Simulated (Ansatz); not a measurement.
# AlH5OSi2: small, medium and large basis sets

An exercise on one series of results from a longer session: the logs are not shown, and one member is left open.

Method: one geometry, several basis sets; program: Ansatz 0.2.0, Gaussian basis.

Plan: PBE0-D4/def2-SVP; ωB97M-V/def2-SVP; PBE0-D4/def2-QZVPP; ωB97M-V/def2-QZVPP; the functionals' def2-TZVPP values are taken from earlier runs.

## The relaxed structure

An earlier PBE0-D4 in a triple-zeta def2 set relaxation fixed the geometry.

SMILES `[SiH3][Al]1[O][SiH2]1`, 9 atoms, charge 0, spin multiplicity 1.

Atoms are counted from 1 here; the program's logs count them from 0.

Bond lengths: Si1–Al2 2.450 Å, Si1–H5 1.488 Å, Si1–H6 1.489 Å, Si1–H7 1.487 Å, Al2–O3 1.744 Å, Al2–Si4 2.280 Å, O3–Si4 1.688 Å, Si4–H8 1.490 Å, Si4–H9 1.490 Å. Angles: Al2–Si1–H5 109.6°, Al2–Si1–H6 109.4°, Al2–Si1–H7 111.5°, H5–Si1–H6 108.2°, H5–Si1–H7 109.0°, H6–Si1–H7 109.0°, Si1–Al2–O3 129.7°, Si1–Al2–Si4 177.0°, O3–Al2–Si4 47.3°, Al2–O3–Si4 83.2°, Al2–Si4–O3 49.5°, Al2–Si4–H8 126.2°, Al2–Si4–H9 126.3°, O3–Si4–H8 114.2°, O3–Si4–H9 114.2°, H8–Si4–H9 107.4°.

The first run:

Contents of in.yaml:

```yaml
crystal:
  periodic: [false, false, false]
  atoms:
    - {symbol: Si, position_ang: [-0.652872, 1.717149, -1.334657]}
    - {symbol: Al, position_ang: [-0.124859, -0.148912, 0.162821]}
    - {symbol: O, position_ang: [1.392711, -0.965349, 0.434276]}
    - {symbol: Si, position_ang: [0.478649, -1.877681, 1.520934]}
    - {symbol: H, position_ang: [-1.763793, 1.326677, -2.244903]}
    - {symbol: H, position_ang: [-1.100139, 2.886408, -0.529326]}
    - {symbol: H, position_ang: [0.526487, 2.112827, -2.150206]}
    - {symbol: H, position_ang: [0.403260, -3.327561, 1.186951]}
    - {symbol: H, position_ang: [0.928955, -1.769958, 2.936910]}
basis:
  gaussian: {orbitals: def2-SVP}
hamiltonian: {xc: pbe0, dispersion: d4}
output: {orbitals: {seedname: orbitals}}
```

Steps of the session up to this table: PBE0-D4 in def2-SVP; ωB97M-V in def2-SVP; PBE0-D4 in def2-QZVPP; ωB97M-V in def2-QZVPP.

One of the session's tables, all rows but one given; the rest of the session is left out.

It belongs to the step «Functionals by basis». 

| functional | basis | HOMO (eV) | LUMO (eV) |
| --- | --- | --- | --- |
| PBE0-D4 | def2-SVP | -6.17 | -1.75 |
| PBE0-D4 | def2-TZVPP | -6.15 | -1.82 |
| PBE0-D4 | def2-QZVPP | -6.17 | -1.86 |
| ωB97M-V | def2-SVP | ? | ? |
| ωB97M-V | def2-TZVPP | -8.06 | -0.11 |
| ωB97M-V | def2-QZVPP | -8.08 | -0.23 |

**Question.** Estimate the row for ωB97M-V, def2-SVP.

**Answer.** HOMO (eV): -8.05; LUMO (eV): 0.03. In the column «HOMO (eV)» it lies between ωB97M-V, def2-TZVPP (-8.06) and PBE0-D4, def2-SVP (-6.17).
